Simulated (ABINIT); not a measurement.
A run of ABINIT 10.8.3 (patched build) is set up as follows.

File run.abi:

```
pp_dirpath "./"
pseudos "Sn.upf, Se.upf"

acell 3*1.0
rprim
     0.0000000000     7.0546084054     7.0546084054
     7.0546084054     0.0000000000     7.0546084054
     7.0546084054     7.0546084054     0.0000000000
ntypat 2
znucl 50 34
natom 4
typat 1 1 1 2
xred
     0.5000000000     0.5000000000     0.5000000000
     0.7500000000     0.7500000000     0.7500000000
     0.2500000000     0.2500000000     0.2500000000
     0.0000000000     0.0000000000     0.0000000000

ecut 43.0

kptopt 1
ngkpt 6 6 6
nshiftk 1
shiftk 0.0 0.0 0.0

ixc -116133

nband 35
occopt 3
tsmear 0.00183747

nstep 100
tolvrs 1.0e-10

iomode 3
prtwf 0
prtden 0
prteig 0
prtebands 0
enunit 1
prtvol 2
```

Potentials or basis: PseudoDojo NC SR PBEsol v0.4.1 standard.

Command:

```bash
$ abinit run.abi > log 2>&1
```

Question: Estimate the band gap on the k mesh.

Answer: None (metal or under the smearing width).

Question: Estimate the pressure.

Answer: -3.1 GPa.
